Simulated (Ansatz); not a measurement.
MoS2, space group P-3m1: a test of the smearing width, run with the Python package of Ansatz (0.2.0).

The script, `run_smear.py`:
```python
# -*- coding: utf-8 -*-
"""Smearing width test for MoS2."""

import argparse
import csv
import logging
import sys

import ansatz as az

logging.basicConfig(stream=sys.stdout, format="[%(levelname)s] %(message)s")
log = logging.getLogger("ansatz_job")
log.setLevel(logging.INFO)

parser = argparse.ArgumentParser(description="Smearing width test for MoS2.")
parser.add_argument("--functional", default="lda", help="exchange-correlation functional")
parser.add_argument("--k-length", type=int, required=True, help="k-point sampling")
args = parser.parse_args()


def main():
    cell = (
        az.Lattice.from_parameters(3.227465, 3.227465, 6.312473, alpha=90, beta=90, gamma=120)
        .space_group(164)
        .atom("Mo", [0.0, 0.0, 0.5])
        .atom("S", [1 / 3, 2 / 3, 0.255319])
    )

    base = (
        cell.calculation()
        .functional(args.functional)
        .pseudopotentials("paw")
        .basis(16 * az.Ha)
        .kpoints(length=args.k_length)
    )

    rows = []
    for value in [0.5, 0.3, 0.2, 0.1]:
        rep = base.occupations("fermi_dirac", width=value).run(threads=1).report
        rows.append((value, rep["free_energy_ev"] / len(rep["lattice"]["sites"]), rep["n_iterations"], rep["n_kpoints"]))

    with open("smear.csv", "w", newline="") as handle:
        writer = csv.writer(handle)
        writer.writerow(["width (eV)", "F/atom (eV)", "iterations", "k-points"])
        writer.writerows([round(v, 5) if isinstance(v, float) else v for v in row] for row in rows)

    # the last row is the reference
    for row in rows[:-1]:
        shift = 1000 * (row[1] - rows[-1][1])
        log.info(f"{row[0]}: {shift:+.2f} meV/atom" + ("  (within 1 meV)" if abs(shift) < 1 else ""))


if __name__ == "__main__":
    main()
```

How much does the free energy per atom change between the narrowest and the widest smearing, and why?

Going from 0.1 to 0.5 eV changes F by -215.1 meV an atom. With this scheme F falls roughly as the square of the width; the report's estimate for zero width (energy_sigma0_ev) moves by only +11.2 meV.

The run itself:

```console
$ python run_smear.py --k-length 20
[INFO] 0.5: -215.08 meV/atom
[INFO] 0.3: -67.02 meV/atom
[INFO] 0.2: -23.42 meV/atom
```

It writes `smear.csv`:
```csv
width (eV),F/atom (eV),iterations,k-points
0.5,-2194.87318,6,20
0.3,-2194.72511,6,20
0.2,-2194.68151,6,20
0.1,-2194.65809,6,20
```

What to keep in mind:
- The run is spin-unpolarised.
- For a metal this k-point mesh is coarse: on a finer one energies can move by several to tens of meV an atom and pressures by half a GPa or more, differences at one mesh by less.
- The smearing is wide enough that free energy and stress hold a thermal part of the electrons.
- The narrowest width needs the finest mesh, so the last row is no converged reference.
- The structure comes from a database of computed cells and needn't be a stable or known phase.
- Finished in 3.6 s on 1 thread of Arm Neoverse V2, with other jobs on the host, peak memory 0.35 GiB.

(A comment or docstring line of the script was reworded after the run, the code is as it ran; lines on the test bed's own set-up are left out of the output.)
